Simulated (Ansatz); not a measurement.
# PBE/cc-pVDZ run of GaNH2F2 (SMILES [NH2][Ga]([F])[F])

Aim: the electronic atomisation energy of GaNH2F2 at PBE/cc-pVDZ, from 5 runs. 

Program for the calculation: Ansatz 0.2.0.

62 further runs of the same task are left out: 1 that didn't finish, 61 set aside as unsound or not needed.

### Step 1. The molecule

GaNH2F2: 6 atoms, total charge 0, spin state singlet. SMILES: `[NH2][Ga]([F])[F]`. Geometry: relaxed at PBE0-D4/def2-TZVP.

Bond lengths: N1–Ga2 1.790 Å, Ga2–F3 1.739 Å, Ga2–F4 1.739 Å, N1–H5 1.006 Å, N1–H6 1.006 Å. Angles: N1–Ga2–F3 122.4°, N1–Ga2–F4 122.4°, F3–Ga2–F4 115.1°, Ga2–N1–H5 121.0°, Ga2–N1–H6 121.0°, H5–N1–H6 112.8°.

### Step 2. A single-point energy at PBE/cc-pVDZ

run.yaml

```yaml
crystal:
  periodic: [false, false, false]
  atoms:
    - {symbol: "N", position_ang: [-0.297500, 0.963700, -0.172700]}
    - {symbol: Ga, position_ang: [0.284200, -0.715300, 0.042000]}
    - {symbol: F, position_ang: [1.685000, -1.101600, 0.997700]}
    - {symbol: F, position_ang: [-0.455300, -2.067700, -0.763400]}
    - {symbol: H, position_ang: [0.025100, 1.704800, 0.425700]}
    - {symbol: H, position_ang: [-1.199500, 1.152100, -0.575400]}
basis:
  gaussian: {orbitals: cc-pVDZ}
hamiltonian: {xc: {name: PBE}}
accuracy: high
output: {orbitals: {seedname: orbitals}}
```

Started as:

```sh
$ ansatz run run.yaml --threads 1 --pin off --max-ram 3480MiB --events-out events.jsonl --progress --plain --runs-dir runs
```

Standard output:

```text
Warning: RAYON_NUM_THREADS=1 ignored (pool sized by the plan → 1); use --threads N
Functional definition: PBE
  name "PBE"
  parameter kappa = 0.804
  parameter beta = 0.06672455060314922
  exchange = pbe_x(kappa = kappa, mu = beta*pi^2/3)
  correlation = pbe_c(beta = beta)
1729 factors; integrals over basis functions are off by at most 4.6e-9 eV
mean field evaluation 1: about -59309.4937 eV, gradient 8.0e1 eV
mean field evaluation 2: about -59260.9048 eV, gradient 1.5e2 eV
mean field evaluation 4: about -59320.5204 eV, gradient 2.2e1 eV
mean field evaluation 8: about -59321.3352 eV, gradient 5.1e-1 eV
mean field evaluation 16: about -59321.3358 eV, gradient 2.5e-5 eV
mean field -59321.33580506 eV, -2180.0188813903 hartree, gradient 9.6e-9 eV, S^2 0.000000; 0 other end points of the search recorded, 0 dependent functions left out
reference -59321.33580900 eV, -2180.0188815351 hartree; 29, 29 occupied and 50, 50 virtual orbitals, 1729 factors
Total energy: -59321.33580900 eV, -2180.0188815351 hartree
```

Wall time 5.7 s (1 thread of Arm Neoverse V2, shared host); peak memory 0.19 GiB.

### Step 3. The F atom at the same level

in.yaml

```yaml
crystal:
  periodic: [false, false, false]
  atoms:
    - symbol: F
      position_ang: [0.000000, 0.000000, 0.000000]
basis:
  gaussian: {orbitals: cc-pVDZ}
hamiltonian: {xc: {name: PBE}}
magnetization: {spin_polarized: true, initial_magnetization: 1}
accuracy: high
```

Run the same way, it converges to -99.62478 Eh (log not shown).

### Step 4. The Ga atom

input.yaml

```yaml
crystal:
  periodic: [false, false, false]
  atoms:
    - symbol: Ga
      position_ang: [0.000000, 0.000000, 0.000000]
basis:
  gaussian: {orbitals: cc-pVDZ}
magnetization: {spin_polarized: true, initial_magnetization: 1}
hamiltonian: {xc: {name: PBE}}
accuracy: high
```

Run the same way, it converges to -1924.48431 Eh (log not shown).

### Step 5. The H atom

in.yaml

```yaml
crystal:
  periodic: [false, false, false]
  atoms:
    - {symbol: H, position_ang: [0.000000, 0.000000, 0.000000]}
basis:
  gaussian: {orbitals: cc-pVDZ}
total_charge: 0
magnetization: {spin_polarized: true, initial_magnetization: 1}
hamiltonian: {xc: pbe}
accuracy: high
```

Run the same way, it converges to -0.49863 Eh (log not shown).

### Step 6. The N atom at the same level

in.yaml

```yaml
crystal:
  periodic: [false, false, false]
  atoms:
    - symbol: N
      position_ang: [0.000000, 0.000000, 0.000000]
basis:
  gaussian:
    orbitals: cc-pVDZ
magnetization:
  spin_polarized: true
  initial_magnetization: 3
hamiltonian:
  xc: pbe
accuracy: high
```

Run the same way, it converges to -54.51718 Eh (log not shown).

### Step 7. Outcome

At PBE/cc-pVDZ:

```
                     quantity           value
       molecule: total energy  -2180.01888 Eh
        molecule: HOMO energy        -6.54 eV
        molecule: LUMO energy        -1.90 eV
      molecule: HOMO–LUMO gap         4.64 eV
         F atom: total energy    -99.62478 Eh
                 F atom: ⟨S²⟩           0.751
        Ga atom: total energy  -1924.48431 Eh
                Ga atom: ⟨S²⟩           0.752
         H atom: total energy     -0.49863 Eh
                 H atom: ⟨S²⟩           0.750
         N atom: total energy    -54.51718 Eh
                 N atom: ⟨S²⟩           3.751
electronic atomisation energy       20.968 eV
```

In words: Taking the molecule apart into free atoms costs 20.97 eV (484 kcal/mol), before zero-point energy and without spin-orbit coupling.
